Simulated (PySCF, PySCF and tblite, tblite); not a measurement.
# C2H3F3GeO2: a path driven as a shift of bonds, and NMR exchange

One table from this session's results is given with a row withheld; the runs are named, their logs left out.

Computed with tblite 0.8.0 (tight binding) and PySCF 2.14.0 (DFT, with response routines of our own); each step states its level. Atoms count from 0 throughout.

### The starting structure

11 atoms, charge 0, multiplicity 1; geometry from: force field or distance geometry start.

Bonds of the start (Å): C1–C4 1.49, C1–O2 1.38, C4–F5 1.39, C4–F6 1.37, C4–F7 1.39, Ge3–H10 1.55, Ge3–H8 1.56, Ge3–H9 1.54, O0–C1 1.27, O2–Ge3 1.82.

The first run:

The job: settings as JSON, then the geometry in Å.

```
{"job": {"xc": "GFN2-xTB", "basis": "xTB", "kind": "relax"}, "charge": 0, "multiplicity": 1}
O      0.252800    -1.568700     0.144800
C      0.588500    -0.365200    -0.059200
O     -0.342300     0.654800    -0.036300
Ge    -2.125500     0.357000     0.196400
C      2.038400    -0.043500    -0.226500
F      2.655900    -1.038500    -0.968100
F      2.647900     0.065500     0.999100
F      2.176200     1.163600    -0.903300
H     -2.340000    -0.331400     1.582700
H     -2.898000     1.693300     0.165100
H     -2.648400    -0.584300    -0.920600
```

Started as:

```
$ OMP_NUM_THREADS=1 python ens_run.py task.json out
```

This one command runs the whole study; its stages follow in the order run.

Steps of the session up to this table: GFN2-xTB relaxation, start minimum; Relaxed scan, to the middle; Relaxed scan, from the middle, back; Relaxed scan, from the middle, on; Nudged elastic band, leg 1; Saddle search, leg 1; DFT refinement, start: PBE0-D3(BJ)/def2-SVP; Shieldings, start: PBE0/pcSseg-1; Shieldings, saddle of leg 1: PBE0/pcSseg-1; Barriers, rates and exchange; Shieldings, start: PBE0/pcSseg-1 in methanol; Single-point energy, saddle of leg 1: PBE0/pcSseg-1 in methanol; Second level: PBE0/pcSseg-1 + D3(BJ), IEF-PCM methanol.

One of the session's tables, all rows but one given; the rest of the session is left out.

It belongs to the step «Second level: PBE0/pcSseg-1 + D3(BJ), IEF-PCM methanol». Barriers by level (kcal/mol; entropies in cal/(mol K)). Zero-point and thermal terms come from xTB in every row. ΔG‡ leaves symmetry out; the rate counts equivalent paths (a factor of 2); effective ΔG‡, where given, is the barrier that would give that rate by Eyring's equation alone:

```
                                   level    ΔE‡  with zero-point    ΔH‡  ΔG‡ (298 K)  k at 298 K (1/s)
                                GFN2-xTB   9.28             8.62   8.31         8.48           7.5e+06
                    PBE0-D3(BJ)/def2-SVP      ?                ?      ?            ?                 ?
                  PBE0/pcSseg-1 + D3(BJ)  14.70            14.03  13.72        13.90           8.1e+02
PBE0/pcSseg-1 + D3(BJ), IEF-PCM methanol  15.70            15.03  14.72        14.90           1.5e+02
```

Q: Estimate the row for PBE0-D3(BJ)/def2-SVP from the others.

The run gave: ΔE‡: 14.02; with zero-point: 13.35; ΔH‡: 13.04; ΔG‡ (298 K): 13.21; k at 298 K (1/s): 2.6e+03. In the column «ΔE‡» it lies between GFN2-xTB (9.28) and PBE0/pcSseg-1 + D3(BJ) (14.70).
